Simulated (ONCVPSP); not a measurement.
# An ONCV potential for Gd, from input to tests

Aim: build the potential from the settings below, then test how well it stands in for the atom: other configurations, scattering, ghost states and the plane-wave cutoff that it needs.

The numbers are computed with ONCVPSP 4.0.1 (PBEsol, scalar-relativistic, spin-unpolarised reference atom).

## (1) Settings

Typed settings, in words:

* element: gadolinium (Gd, Z = 64)
* type: optimised norm-conserving Vanderbilt (ONCV)
* frozen core: [Kr] 4d10
* valence charge: 18
* reference configuration: 4f7 5s2 5p6 5d1 6s1.5 6p0.5
* partial waves: 5s+6s: rc 2.25 bohr, ncon 5, nbas 8, qcut 5.7 1/bohr, 2 projectors; 5p+6p: rc 3.00 bohr, ncon 5, nbas 8, qcut 4.5 1/bohr, 2 projectors; 5d: rc 3.80 bohr, ncon 4, nbas 8, qcut 3.6 1/bohr, 2 projectors, debl 0.4 Ha; 4f: rc 1.20 bohr, ncon 4, nbas 9, qcut 14.4 1/bohr, local
* local potential: the f channel
* core correction: Teter function fitted to the true core (icmod 2), fcfact 0.5

The nodes and maxima of the atom's own shells, from an earlier all-electron run, set the scale for the radii.

All-electron outer shells of the reference configuration (PBEsol, scalar-relativistic, ld1.x):

```
shell  level (eV)  outermost node (bohr)  outermost maximum (bohr)
   4p     -276.75                   0.29                      0.54
   4d     -148.26                   0.27                      0.56
   5s      -50.44                   0.65                      1.20
   5p      -27.94                   0.70                      1.35
   4f       -9.40                      –                      0.56
   6s       -4.53                   1.60                      3.37
   5d       -3.08                   0.79                      1.95
   6p       -1.63                   1.92                      4.50
```

## (2) Generation

The input, Gd.dat:

```
# ATOM AND REFERENCE CONFIGURATION
# atsym  z   nc   nv     iexc    psfile
  Gd 64.00    9    6  -116133      upf
#
#   n    l    f
    1    0    2.00
    2    0    2.00
    2    1    6.00
    3    0    2.00
    3    1    6.00
    3    2   10.00
    4    0    2.00
    4    1    6.00
    4    2   10.00
    4    3    7.00
    5    0    2.00
    5    1    6.00
    5    2    1.00
    6    0    1.50
    6    1    0.50
#
# PSEUDOPOTENTIAL AND OPTIMIZATION
# lmax
    3
#
#   l,   rc,      ep,       ncon, nbas, qcut
    0    2.25    0.00    5    8    5.70
    1    3.00    0.00    5    8    4.50
    2    3.80    0.00    4    8    3.60
    3    1.20    0.00    4    9   14.40
#
# LOCAL POTENTIAL
# lloc, lpopt,  rc(5),   dvloc0
    3    5    1.20    0.00
#
# VANDERBILT-KLEINMAN-BYLANDER PROJECTORs
# l, nproj, debl
    0    2    3.30
    1    2    2.10
    2    2    0.40
    3    0    3.30
#
# MODEL CORE CHARGE
# icmod, fcfact, rcfact
    2    0.50    0.95
#
# LOG DERIVATIVE ANALYSIS
# epsh1, epsh2, depsh
   -3.00    5.00    0.02
#
# OUTPUT GRID
# rlmax, drl
    6.00    0.01
#
# TEST CONFIGURATIONS
# ncnf
    4
# nvcnf
#   n    l    f
    6
    4    3    7.00
    5    0    2.00
    5    1    6.00
    5    2    1.00
    6    0    2.00
    6    1    0.00
#
    6
    4    3    7.00
    5    0    2.00
    5    1    6.00
    5    2    1.00
    6    0    1.00
    6    1    0.00
#
    6
    4    3    7.00
    5    0    2.00
    5    1    6.00
    5    2    1.00
    6    0    0.00
    6    1    0.00
#
    6
    4    3    7.00
    5    0    2.00
    5    1    6.00
    5    2    0.00
    6    0    0.00
    6    1    0.00
#
```

Command:

```
$ oncvpsp.x < Gd.dat > Gd.out
```

What does the calculation give? Wanted: cutoffs for 1 and 0.1 mHa per electron, occupied waves; bound ghosts; GHOST(+) flags; largest test error; largest phase difference near zero energy, channels read; rms error of d²Exc/dn², without and with the model core.

The runs gave:

```
                                                quantity                                                   value
  cutoffs for 1 and 0.1 mHa per electron, occupied waves                                         88 Ha and 96 Ha
                                            bound ghosts        s at -462.74 eV, p at -142.19 eV, d at -34.09 eV
                                          GHOST(+) flags                                      none at low energy
                            largest test error (AE − PS)  -12 meV, for 4f7 5s2 5p6 5d1 6s0 6p0 (1 test unsolved)
largest phase difference near zero energy, channels read                                               0.017 rad
 rms error of d²Exc/dn², without and with the model core                                       5.27 and 1.51 mHa
```

What this shows: It has a bound ghost (s, p, d), a state that the atom doesn't have, and that rules the file out. The worst unpolarised test, 4f7 5s2 5p6 5d1 6s0 6p0, is off by 12 meV on 17.3 eV; by total energies transferability rates as good where solved. Atomic tests can pass in spite of a ghost, since they solve only for the levels asked. Of the tests 1 gave no usable energy difference, which is a warning in itself. By its cutoff, 88 Ha for the looser tolerance, it is very hard. At the looser tolerance the 4f wave is the slowest; 5s needs 12 Ha. Near zero energy the phases of the channels with partial waves agree within 0.017 rad. The pseudo curves have a pole with no partner nearby in the atom's: d at -1.25 Ha.
